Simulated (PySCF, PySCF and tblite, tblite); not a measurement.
# C₂H₇GeN: a path driven as pyramidal inversion, and NMR exchange

Aim: the barrier and rate of pyramidal inversion in C₂H₇GeN (`[GeH3][N]1CC1`), and what it does to NMR lines.

Programs: PySCF 2.14.0 with density-fitted response routines of our own, and tblite 0.8.0. All values are computed, except where a source is named. Atoms count from 0 throughout.

## Step 1: The starting structure

11 atoms, charge 0, multiplicity 1; geometry from: force field or distance geometry start.

Bonds of the start (Å): C2–C3 1.45, C2–H7 1.11, C2–H8 1.11, C3–H10 1.11, C3–H9 1.13, Ge0–H4 1.55, Ge0–H5 1.55, Ge0–H6 1.56, Ge0–N1 1.87, N1–C2 1.50, N1–C3 1.48.

## Step 2: GFN2-xTB relaxation, start minimum

What the job is given:

```
{"job": {"xc": "GFN2-xTB", "basis": "xTB", "kind": "relax"}, "charge": 0, "multiplicity": 1}
Ge    -1.400400     0.570900    -0.311300
N      0.292300    -0.016000    -0.844500
C      1.296500     0.262500     0.229600
C      0.768000    -1.080700     0.065400
H     -2.489000    -0.296900    -0.997800
H     -1.595200     0.469500     1.224300
H     -1.588600     2.054700    -0.744800
H      2.312300     0.429000    -0.180900
H      0.911700     0.823100     1.109700
H      0.044700    -1.415600     0.860900
H      1.453100    -1.797800    -0.436600
```

Command:

```console
$ OMP_NUM_THREADS=1 python ens_run.py task.json out
```

This one command runs the whole study; its stages follow in the order run.

The program printed:

```text
step      E/eV     max force
  0    -344.18523    2.058
  1    -344.32866    0.961
  2    -344.42156    1.010
  3    -344.44941    0.619
  4    -344.48387    0.349
  5    -344.49235    0.350
  6    -344.50447    0.277
  7    -344.50982    0.218
  8    -344.51703    0.224
  9    -344.52257    0.254
 10    -344.52769    0.203
 11    -344.53233    0.214
 12    -344.53849    0.233
 13    -344.54597    0.286
 14    -344.55320    0.255
 15    -344.55962    0.286
 16    -344.56542    0.246
 17    -344.57008    0.169
 18    -344.57343    0.139
 19    -344.57554    0.138
 20    -344.57731    0.131
 21    -344.57964    0.146
 22    -344.58236    0.118
 23    -344.58459    0.094
 24    -344.58567    0.071
 25    -344.58610    0.048
 26    -344.58631    0.045
 27    -344.58646    0.036
 28    -344.58659    0.027
 29    -344.58670    0.029
 30    -344.58677    0.021
 31    -344.58680    0.015
 32    -344.58682    0.014
 33    -344.58684    0.013
 34    -344.58685    0.012
 35    -344.58686    0.008
 36    -344.58686    0.004
 37    -344.58686    0.003
```

Wall time 0.15 s (1 thread of AMD EPYC 7B13, shared host).

Relaxing gained 0.402 eV and moved the atoms by 0.23 Å on average (rms).

## Step 3: Relaxed scan, inversion

What the job is given:

```
{"job": {"xc": "GFN2-xTB", "basis": "xTB", "coordinate": [["t", [3, 0, 2, 1], 0.3333333333333333], ["t", [0, 2, 3, 1], 0.3333333333333333], ["t", [2, 3, 0, 1], 0.3333333333333333]], "kind": "drive"}, "charge": 0, "multiplicity": 1}
Ge    -1.514505     0.613925    -0.290438
N      0.174506    -0.001882    -0.572337
C      1.334684     0.253316     0.242242
C      0.810827    -1.113223     0.086983
H     -2.402812    -0.283140    -1.083754
H     -1.967997     0.627380     1.149513
H     -1.525475     2.004313    -0.828795
H      2.229436     0.539574    -0.297300
H      1.215946     0.752280     1.198571
H      0.320643    -1.583578     0.933207
H      1.330171    -1.806293    -0.563857
```

The program printed:

```text
point  coordinate     E/eV
  0     33.900     -344.54709
  1     22.800     -344.48386
  2     11.500     -344.43427
  3      0.200     -344.40557
  4    -11.200     -344.39943
  5    -22.500     -344.42052
  6    -33.900     -344.47285
  7    -44.400     -344.52054
```

Wall time 0.72 s (1 thread of AMD EPYC 7B13, shared host).

The highest point is number 4, 3.4 kcal/mol above the first.

## Step 4: Nudged elastic band, leg 1

The job, as its differences from that of step 3:

```diff
@@ -1,2 +1,2 @@
-{"job": {"xc": "GFN2-xTB", "basis": "xTB", "coordinate": [["t", [3, 0, 2, 1], 0.3333333333333333], ["t", [0, 2, 3, 1], 0.3333333333333333], ["t", [2, 3, 0, 1], 0.3333333333333333]], "kind": "drive"}, "charge": 0, "multiplicity": 1}
+{"job": {"xc": "GFN2-xTB", "basis": "xTB", "kind": "neb"}, "charge": 0, "multiplicity": 1}
 Ge    -1.514505     0.613925    -0.290438
```

The program printed:

```text
image   E - E0 / eV
  0       0.0000
  1       0.0738
  2       0.1883
  3       0.0976
  4       0.0604
  5       0.0241
  6      -0.0000
```

Run time: 0.73 s. Hardware: 1 thread of AMD EPYC 7B13, shared host.

The highest point is number 2, 4.3 kcal/mol above the first.

## Step 5: Saddle search, leg 1

What the job is given:

```
{"job": {"xc": "GFN2-xTB", "basis": "xTB", "kind": "saddle"}, "charge": 0, "multiplicity": 1}
Ge    -1.601716     0.652298    -0.314730
N     -0.003808    -0.007779     0.080938
C      1.381993     0.231633     0.304436
C      0.855673    -1.141563     0.145066
H     -2.289833    -0.323628    -1.215253
H     -2.425922     0.832881     0.936917
H     -1.405636     1.981923    -0.972835
H      1.961505     0.669554    -0.503118
H      1.681474     0.565389     1.293837
H      0.785455    -1.781251     1.020450
H      1.060817    -1.679457    -0.775707
```

The program printed:

```text
step      E/eV     max force
  0    -344.39861   0.0566
  1    -344.39891   0.0014
  2    -344.37296   0.4847
  3    -344.40207   0.0973
  4    -344.40361   0.0393
  5    -344.40421   0.0557
  6    -344.40448   0.0543
  7    -344.40473   0.0087
  8    -344.40475   0.0028
lowest wavenumbers (cm-1): -211.4 73.8 176.1 436.9 526.8 581.2
```

Run time: 1.4 s. Hardware: 1 thread of AMD EPYC 7B13, shared host.

Point group Cs; 1 imaginary mode, 211i cm⁻¹, carried by N1. Steps downhill from it reached both ends.

## Step 6: DFT refinement, start: B3LYP-D3(BJ)/def2-SVP

What the job is given:

```
{"job": {"xc": "B3LYP", "basis": "def2-SVP", "kind": "refine"}, "charge": 0, "multiplicity": 1}
Ge    -1.514505     0.613925    -0.290438
N      0.174506    -0.001882    -0.572337
C      1.334684     0.253316     0.242242
C      0.810827    -1.113223     0.086983
H     -2.402812    -0.283140    -1.083754
H     -1.967997     0.627380     1.149513
H     -1.525475     2.004313    -0.828795
H      2.229436     0.539574    -0.297300
H      1.215946     0.752280     1.198571
H      0.320643    -1.583578     0.933207
H      1.330171    -1.806293    -0.563857
```

The program printed:

```text
step      E/eV     max force
  0    -60186.70149   0.9368
  1    -60186.80947   0.2229
  2    -60186.81526   0.0816
  3    -60186.81596   0.0246
  4    -60186.81602   0.0030
```

Run time: 25 s. Hardware: 1 thread of AMD EPYC 7B13, shared host; peak memory 0.56 GiB.

Gain 0.115 eV; displacement 0.08 Å root mean square.

DFT refinement, saddle of leg 1: B3LYP-D3(BJ)/def2-SVP:

What the job is given:

```
{"job": {"xc": "B3LYP", "basis": "def2-SVP", "kind": "refine"}, "charge": 0, "multiplicity": 1}
Ge    -1.603218     0.653423    -0.315319
N      0.005505    -0.018846    -0.002311
C      1.349462     0.227169     0.400455
C      0.891100    -1.134188     0.042823
H     -2.441263    -0.506582    -0.733728
H     -2.150356     1.305986     0.927291
H     -1.534474     1.698787    -1.397992
H      1.996633     0.762280    -0.288658
H      1.531850     0.463330     1.444973
H      0.748950    -1.864743     0.833480
H      1.213600    -1.565749    -0.899946
```

The program printed:

```text
step      E/eV     max force
  0    -60186.48086   1.3384
  1    -60186.58386   0.3597
  2    -60186.59148   0.0680
  3    -60186.59175   0.0509
  4    -60186.59187   0.0081
```

Wall time 24 s (1 thread of AMD EPYC 7B13, shared host); peak memory 0.56 GiB.

Relaxing gained 0.111 eV and moved the atoms by 0.05 Å on average (rms).

## Step 7: Shieldings, start: PBE0/pcSseg-1

What the job is given:

```
{"job": {"kind": "nmr", "xc": "PBE0", "basis": "pcSseg-1", "pop": false}, "charge": 0, "multiplicity": 1}
Ge    -1.499268     0.611233    -0.320744
N      0.215568    -0.008621    -0.657283
C      1.329588     0.265992     0.234503
C      0.799061    -1.117293     0.078969
H     -2.476304    -0.293580    -1.093131
H     -1.814684     0.559461     1.201160
H     -1.571678     2.063791    -0.825592
H      2.273535     0.549864    -0.247751
H      1.144933     0.775656     1.191692
H      0.252952    -1.550049     0.930198
H      1.351722    -1.853783    -0.517986
```

The program printed:

```text
coarse grid: 40200 points
cycle   1  E = -2211.4104895276  dE = -3.489e-01  |g| = 8.706e-01  |ddm| = 2.969e+00
cycle   2  E = -2211.3755511579  dE =  3.494e-02  |g| = 9.177e-01  |ddm| = 9.249e-01
cycle   3  E = -2211.4608939918  dE = -8.534e-02  |g| = 1.561e-01  |ddm| = 6.393e-01
cycle   4  E = -2211.4651075504  dE = -4.214e-03  |g| = 6.340e-02  |ddm| = 1.480e-01
cycle   5  E = -2211.4658270718  dE = -7.195e-04  |g| = 7.339e-03  |ddm| = 5.239e-02
cycle   6  E = -2211.4658379756  dE = -1.090e-05  |g| = 2.272e-03  |ddm| = 7.641e-03
cycle   7  E = -2211.4658391746  dE = -1.199e-06  |g| = 3.720e-04  |ddm| = 1.903e-03
final grid: 84056 points
cycle   8  E = -2211.4658343123  dE = -2.773e-08  |g| = 3.781e-04  |ddm| = 1.270e-03
cycle   9  E = -2211.4658343051  dE =  7.155e-09  |g| = 4.467e-04  |ddm| = 5.947e-04
cycle  10  E = -2211.4658343421  dE = -3.700e-08  |g| = 2.021e-05  |ddm| = 2.854e-04
cycle  11  E = -2211.4658343422  dE = -9.004e-11  |g| = 1.040e-05  |ddm| = 3.668e-05
converged SCF energy = -2211.4658343422

GIAO shielding tensors (ppm)
atom      isotropic    diamagn.    paramagn.     s11        s22        s33       span
  0 Ge    1430.652    2756.840   -1326.189   1282.550   1360.974   1648.431    365.881
  1 N      258.385     324.062     -65.677    168.900    302.050    304.206    135.306
  2 C      159.962     251.398     -91.436    111.431    166.859    201.597     90.166
  3 C      159.948     251.399     -91.451    111.404    166.858    201.583     90.179
  4 H       26.547      28.357      -1.810     20.181     22.064     37.397     17.216
  5 H       27.252      28.732      -1.479     21.139     23.157     37.461     16.322
  6 H       26.547      28.357      -1.810     20.181     22.066     37.395     17.215
  7 H       29.427      29.425       0.002     23.065     25.679     39.536     16.471
  8 H       29.964      30.807      -0.843     23.850     28.506     37.537     13.687
  9 H       29.964      30.807      -0.843     23.850     28.505     37.536     13.686
 10 H       29.426      29.424       0.002     23.065     25.679     39.535     16.470
```

Wall time 7 s (1 thread of AMD EPYC 7B13, shared host); peak memory 0.66 GiB.

This run: HOMO -6.83 eV, LUMO 0.75 eV; dipole 1.09 D.

## Step 8: Shieldings, saddle of leg 1: PBE0/pcSseg-1

What the job is given:

```
{"job": {"kind": "nmr", "xc": "PBE0", "basis": "pcSseg-1", "pop": false}, "charge": 0, "multiplicity": 1}
Ge    -1.621965     0.663243    -0.317131
N      0.030203    -0.011845     0.013879
C      1.373538     0.238411     0.399481
C      0.884964    -1.144937     0.049686
H     -2.480635    -0.528180    -0.780826
H     -2.224148     1.301056     0.958791
H     -1.554950     1.749514    -1.418307
H      2.040378     0.753842    -0.309960
H      1.586931     0.468471     1.455408
H      0.759743    -1.877778     0.862282
H      1.213729    -1.590930    -0.902234
```

The program printed:

```text
coarse grid: 40200 points
cycle   1  E = -2211.3987591931  dE = -2.849e-01  |g| = 8.811e-01  |ddm| = 3.005e+00
cycle   2  E = -2211.3588498081  dE =  3.991e-02  |g| = 9.415e-01  |ddm| = 9.146e-01
cycle   3  E = -2211.4516911056  dE = -9.284e-02  |g| = 1.470e-01  |ddm| = 6.398e-01
cycle   4  E = -2211.4554969103  dE = -3.806e-03  |g| = 6.004e-02  |ddm| = 1.457e-01
cycle   5  E = -2211.4561122128  dE = -6.153e-04  |g| = 6.845e-03  |ddm| = 4.992e-02
cycle   6  E = -2211.4561215144  dE = -9.302e-06  |g| = 2.161e-03  |ddm| = 6.729e-03
final grid: 84056 points
cycle   7  E = -2211.4561164415  dE =  4.709e-07  |g| = 2.568e-03  |ddm| = 3.422e-03
cycle   8  E = -2211.4561156756  dE =  7.659e-07  |g| = 3.102e-03  |ddm| = 4.110e-03
cycle   9  E = -2211.4561180462  dE = -2.371e-06  |g| = 1.761e-04  |ddm| = 2.291e-03
cycle  10  E = -2211.4561180489  dE = -2.719e-09  |g| = 1.708e-05  |ddm| = 9.107e-05
cycle  11  E = -2211.4561180490  dE = -7.640e-11  |g| = 3.810e-06  |ddm| = 1.332e-05
converged SCF energy = -2211.4561180490

GIAO shielding tensors (ppm)
atom      isotropic    diamagn.    paramagn.     s11        s22        s33       span
  0 Ge    1466.021    2755.737   -1289.717   1348.471   1397.713   1651.877    303.406
  1 N      265.774     330.118     -64.344    160.647    270.175    366.501    205.854
  2 C      161.757     249.809     -88.053    114.790    162.413    208.067     93.277
  3 C      162.032     249.566     -87.534    115.131    162.293    208.672     93.540
  4 H       26.323      28.226      -1.902     19.811     22.559     36.600     16.788
  5 H       26.124      27.930      -1.806     19.486     21.687     37.198     17.712
  6 H       26.136      27.949      -1.813     19.501     21.754     37.154     17.653
  7 H       29.415      29.608      -0.193     23.098     26.506     38.643     15.545
  8 H       29.414      29.588      -0.174     23.096     26.474     38.673     15.577
  9 H       29.364      29.591      -0.228     23.028     26.421     38.641     15.613
 10 H       29.365      29.614      -0.249     23.028     26.453     38.614     15.586
```

Run time: 7.3 s. Hardware: 1 thread of AMD EPYC 7B13, shared host; peak memory 0.66 GiB.

This run: HOMO -6.23 eV, LUMO 1.04 eV; dipole 0.42 D.

## Step 9: Barriers, rates and exchange

What the job is given:

```
{"job": {"smiles": "[GeH3][N]1CC1", "charge": 0, "mult": 1, "motion": "inversion", "what": "nitrogen in a small ring", "atoms": [1], "drives": [{"terms": [["t", [3, 0, 2, 1], 0.3333333333333333], ["t", [0, 2, 3, 1], 0.3333333333333333], ["t", [2, 3, 0, 1], 0.3333333333333333]], "neg": true, "n": 8}], "study": "path", "level": {"kind": "nmr", "xc": "PBE0", "basis": "pcSseg-1"}, "fields": [60, 90, 300], "first": 2, "seed": 109, "refine": {"xc": "B3LYP", "basis": "def2-SVP"}, "kind": "path"}, "charge": 0, "multiplicity": 1}
Ge    -1.514505     0.613925    -0.290438
N      0.174506    -0.001882    -0.572337
C      1.334684     0.253316     0.242242
C      0.810827    -1.113223     0.086983
H     -2.402812    -0.283140    -1.083754
H     -1.967997     0.627380     1.149513
H     -1.525475     2.004313    -0.828795
H      2.229436     0.539574    -0.297300
H      1.215946     0.752280     1.198571
H      0.320643    -1.583578     0.933207
H      1.330171    -1.806293    -0.563857
```

The program printed:

```text
stationary points (kcal/mol above the start)
  n  kind          group   xTB      DFT    lowest mode
  0  minimum      Cs       0.00     0.00     126.8
  1  saddle       Cs       4.20     6.29    -211.4
  2  minimum      Cs      -0.00     0.00     126.5

GFN2-xTB energies: T/K, barrier G, reaction G (kcal/mol), k forward, k back (1/s)
 150.00     3.71     0.00   2.46e+07   2.48e+07
 200.00     3.76     0.00   6.53e+08   6.57e+08
 250.00     3.83     0.00   4.67e+09   4.69e+09
 298.15     3.92     0.00   1.66e+10   1.67e+10
 350.00     4.04     0.00   4.39e+10    4.4e+10
 400.00     4.17     0.00   8.79e+10   8.82e+10
 500.00     4.47     0.00   2.31e+11   2.31e+11

B3LYP-D3(BJ)/def2-SVP energies: T/K, barrier G, reaction G (kcal/mol), k forward, k back (1/s)
 150.00     4.68     0.00   9.52e+05   9.61e+05
 200.00     4.73     0.00    5.7e+07   5.74e+07
 250.00     4.80     0.00   6.64e+08   6.67e+08
 298.15     4.89     0.00   3.23e+09   3.25e+09
 350.00     5.01     0.00   1.09e+10   1.09e+10
 400.00     5.14     0.00    2.6e+10    2.6e+10
 500.00     5.44     0.00    8.7e+10   8.72e+10

PBE0/pcSseg-1 + D3(BJ) energies: T/K, barrier G, reaction G (kcal/mol), k forward, k back (1/s)
 150.00     5.80     0.00   2.19e+04   2.21e+04
 200.00     5.85     0.00   3.37e+06   3.39e+06
 250.00     5.92     0.00    6.9e+07   6.94e+07
 298.15     6.01     0.00   4.85e+08   4.87e+08
 350.00     6.13     0.00   2.16e+09   2.17e+09
 400.00     6.26     0.00   6.31e+09   6.33e+09
 500.00     6.57     0.00   2.81e+10   2.81e+10
```

Run time: 68 s. Hardware: 1 thread of AMD EPYC 7B13, shared host; peak memory 0.66 GiB. This counts the whole study up to here.

Barriers by level (kcal/mol; entropies in cal/(mol K)). Zero-point and thermal terms come from xTB in every row. ΔG‡ leaves symmetry out; the rate counts equivalent paths (a factor of 2); effective ΔG‡, where given, is the barrier that would give that rate by Eyring's equation alone:

| level | ΔE‡ | with zero-point | ΔH‡ | ΔS‡ | ΔG‡ (298 K) | ΔE of reaction | k at 298 K (1/s) | effective ΔG‡ |
| --- | --- | --- | --- | --- | --- | --- | --- | --- |
| GFN2-xTB | 4.20 | 3.72 | 3.43 | -1.7 | 3.92 | 0.00 | 1.7e+10 | 3.51 |
| B3LYP-D3(BJ)/def2-SVP | 5.17 | 4.69 | 4.40 | -1.7 | 4.89 | 0.00 | 3.2e+09 | 4.48 |
| PBE0/pcSseg-1 + D3(BJ) | 6.29 | 5.82 | 5.52 | -1.7 | 6.01 | 0.00 | 4.8e+08 | 5.60 |

Sites that the driver pairs across this motion, and where their lines would merge (no couplings; faster rotations or exchange between molecules can average them sooner):

```
nucleus         sites: shielding (ppm)  proton frequency (MHz)  spread (Hz)  coalescence (K)  lines at 298 K
$^{1}$H  H7, H10: 29.43; H8, H9: 29.96                      60           32              117               1
$^{1}$H  H7, H10: 29.43; H8, H9: 29.96                      90           48              119               1
$^{1}$H  H7, H10: 29.43; H8, H9: 29.96                     300          161              124               1
```

## Step 10: Results

```
                        quantity                              value
barrier (PBE0/pcSseg-1 + D3(BJ))   ΔE‡ 6.3, ΔG‡(298 K) 6.0 kcal/mol
              barrier (GFN2-xTB)                   ΔE‡ 4.2 kcal/mol
                   rate at 298 K                        4.8e+08 s⁻¹
                 end of the path  the start, renumbered or mirrored
       coalescence of $^{1}$H H7                   124 K at 300 MHz
```

**Reading.** DFT puts the top 6.3 kcal/mol above the start (xTB: 4.2); the rate from the DFT barrier is 4.8e+08 s⁻¹ at 298 K. An error of 1.4 kcal/mol changes that rate tenfold. The $^{1}$H lines of H7 and its partners, 161 Hz apart at 300 MHz, merge at 124 K, so by this path alone the exchange at 298 K is fast for them; other paths were not followed.
